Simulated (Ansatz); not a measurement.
# C2H7AsSeSi: a ladder of functionals and wavefunction methods

One table from this session's results is given with a row withheld; the runs are named, their logs left out.

Computed with Ansatz 0.2.0, Gaussian basis. Level: functionals in def2-TZVPP, the program's frozen cores in correlated methods.

The runs, in order: LDA (SPW92), PBE-D4, revPBE-D4, BLYP-D4, r2SCAN-D4, B97M-V, PBE0-D4, B3LYP-D4, r2SCANh-D4, r2SCAN0-D4, HSE06-D4, BHLYP-D4, CAM-B3LYP-D4, LC-ωPBE, ωB97X-V, ωB97M-V, B2PLYP, PBE-QIDH; CCSD(T)/def2-SVP; MP2/def2-TZVPP; MP2/def2-QZVPP; RPA on PBE.

## Structure used throughout

All runs share one geometry, relaxed beforehand with PBE0-D4 in a triple-zeta def2 set.

SMILES `CC(=[Se])[AsH][SiH3]`, 12 atoms, charge 0, spin multiplicity 1.

Atoms are counted from 1 here; the program's logs count them from 0.

Bond lengths: C1–C2 1.488 Å, C1–H6 1.096 Å, C1–H7 1.096 Å, C1–H8 1.090 Å, C2–Se3 1.767 Å, C2–As4 1.941 Å, As4–Si5 2.362 Å, As4–H9 1.526 Å, Si5–H10 1.489 Å, Si5–H11 1.483 Å, Si5–H12 1.480 Å. Angles: C2–C1–H6 110.7°, C2–C1–H7 109.4°, C2–C1–H8 111.6°, H6–C1–H7 106.3°, H6–C1–H8 109.6°, H7–C1–H8 109.1°, C1–C2–Se3 123.3°, C1–C2–As4 116.7°, Se3–C2–As4 119.8°, C2–As4–Si5 96.9°, C2–As4–H9 97.2°, Si5–As4–H9 96.0°, As4–Si5–H10 106.3°, As4–Si5–H11 111.1°, As4–Si5–H12 109.0°, H10–Si5–H11 110.2°, H10–Si5–H12 109.1°, H11–Si5–H12 110.9°.

The first run:

Contents of in.yaml:

```yaml
crystal:
  periodic: [false, false, false]
  atoms:
    - {symbol: C, position_ang: [-1.580871, -1.160328, 0.933404]}
    - {symbol: C, position_ang: [-0.168800, -0.860715, 0.574037]}
    - {symbol: Se, position_ang: [0.973504, -2.090996, 0.022210]}
    - {symbol: As, position_ang: [0.443530, 0.955575, 0.879860]}
    - {symbol: Si, position_ang: [1.577432, 1.220573, -1.175087]}
    - {symbol: H, position_ang: [-1.814543, -0.778912, 1.933447]}
    - {symbol: H, position_ang: [-2.251704, -0.638174, 0.241118]}
    - {symbol: H, position_ang: [-1.786873, -2.229662, 0.891755]}
    - {symbol: H, position_ang: [-0.837191, 1.664219, 0.448567]}
    - {symbol: H, position_ang: [1.590110, 2.681976, -1.460730]}
    - {symbol: H, position_ang: [0.884599, 0.492193, -2.265691]}
    - {symbol: H, position_ang: [2.970807, 0.744261, -1.022881]}
basis:
  gaussian: {orbitals: def2-TZVPP}
hamiltonian: {xc: lda}
output: {orbitals: {seedname: orbitals}}
```

Run with:

```sh
$ ansatz run in.yaml --threads 4 --pin off --events-out ev --progress --plain --max-ram 10444MiB
```

Among the steps run: LDA; PBE-D4 (GGA); revPBE-D4 (GGA); BLYP-D4 (GGA); r2SCAN-D4 (meta-GGA); B97M-V (meta-GGA); B3LYP-D4 (hybrid); r2SCANh-D4 (hybrid); r2SCAN0-D4 (hybrid); HSE06-D4 (hybrid); BHLYP-D4 (hybrid); CAM-B3LYP-D4 (range-separated); LC-ωPBE (range-separated); ωB97X-V (range-separated); ωB97M-V (range-separated); B2PLYP (double hybrid); PBE-QIDH (double hybrid).

One table of the session follows, with a row left open; its other results are not shown here.

It belongs to the step «Orbital energies across the functionals». 

```
  functional  HOMO (eV)  LUMO (eV)  gap (eV)
 LDA (SPW92)          ?          ?         ?
      PBE-D4      -5.08      -3.28      1.80
   revPBE-D4      -5.02      -3.21      1.81
     BLYP-D4      -4.90      -3.11      1.79
   r2SCAN-D4      -5.28      -3.21      2.08
      B97M-V      -5.42      -3.16      2.26
     PBE0-D4      -6.18      -2.48      3.69
    B3LYP-D4      -5.94      -2.64      3.30
  r2SCANh-D4      -5.69      -2.91      2.79
  r2SCAN0-D4      -6.31      -2.45      3.86
    HSE06-D4      -5.78      -2.86      2.93
    BHLYP-D4      -7.11      -1.49      5.62
CAM-B3LYP-D4      -7.42      -1.39      6.03
     LC-ωPBE      -8.77      -0.42      8.35
     ωB97X-V      -8.43      -0.44      8.00
     ωB97M-V      -8.30      -0.48      7.82
```

Q: Estimate the row for LDA (SPW92) from the others.

As computed: HOMO (eV): -5.23; LUMO (eV): -3.45; gap (eV): 1.78. In the column «HOMO (eV)» it lies between r2SCAN-D4 (-5.28) and PBE-D4 (-5.08).
